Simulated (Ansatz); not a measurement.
# C5H11B: the cost of one run

Program: Ansatz 0.2.0. Level of theory: RKS B3LYP/STO-3G. These are calculated values, not measurements.

## (1) The system as given

Bond lengths (14 of 16 bonds, heavy atoms first): C1–B2 1.539 Å, B2–C3 1.572 Å, C3–C4 1.428 Å, C4–C5 1.456 Å, C4–C6 1.534 Å, C1–H7 1.092 Å, C1–H8 1.174 Å, C1–H9 1.128 Å, B2–H10 1.180 Å, C3–H11 1.072 Å, C5–H12 1.105 Å, C5–H13 1.088 Å, C5–H14 1.086 Å, C6–H15 1.080 Å. Angles (14 of 27 angles, heavy atoms first): C1–B2–C3 120.4°, B2–C3–C4 121.1°, C3–C4–C5 123.2°, C3–C4–C6 113.5°, C5–C4–C6 123.1°, C1–B2–H10 118.6°, C3–B2–H10 121.0°, B2–C1–H7 112.9°, B2–C1–H8 108.4°, B2–C1–H9 109.8°, B2–C3–H11 119.4°, C4–C3–H11 119.5°, C4–C5–H12 109.5°, C4–C5–H13 107.5°.

The coordinates stand in the first input below.

## (2) Relaxing end A

input.yaml reads:

```yaml
crystal:
  periodic: [false, false, false]
  atoms:
    - { symbol: C, position_ang: [-1.2833, -0.1952, -2.6344] }
    - { symbol: B, position_ang: [-0.2396, -0.3187, -1.5108] }
    - { symbol: C, position_ang: [-0.5619, 0.2078, -0.0651] }
    - { symbol: C, position_ang: [0.405, 0.1264, 0.9825] }
    - { symbol: C, position_ang: [1.6994, -0.521, 0.8245] }
    - { symbol: C, position_ang: [-0.0971, 0.6789, 2.3222] }
    - { symbol: H, position_ang: [-0.9223, -0.5713, -3.5939] }
    - { symbol: H, position_ang: [-1.5208, 0.9434, -2.7955] }
    - { symbol: H, position_ang: [-2.2528, -0.6706, -2.3093] }
    - { symbol: H, position_ang: [0.7946, -0.8314, -1.7541] }
    - { symbol: H, position_ang: [-1.5102, 0.6687, 0.1269] }
    - { symbol: H, position_ang: [2.3113, 0.0506, 0.1041] }
    - { symbol: H, position_ang: [2.2094, -0.4701, 1.7839] }
    - { symbol: H, position_ang: [1.5681, -1.5613, 0.5426] }
    - { symbol: H, position_ang: [-0.3166, 1.7329, 2.2364] }
    - { symbol: H, position_ang: [-1.0052, 0.1709, 2.6876] }
    - { symbol: H, position_ang: [0.7028, 0.5596, 3.0929] }
basis:
  gaussian: { orbitals: STO-3G }
hamiltonian:
  xc: b3lyp
relax:
  f_tol: 0.015
  max_steps: 40
```

Started as:

```console
> ansatz run input.yaml --threads 1 --pin off --max-ram 2048MiB --backend cpu --events-out ev --progress --plain --runs-dir out
```

What time and memory should one allow on 1 thread of AMD EPYC 9R45 (Zen 5), shared host?

About 47 s, with a peak of 0.13 GiB.
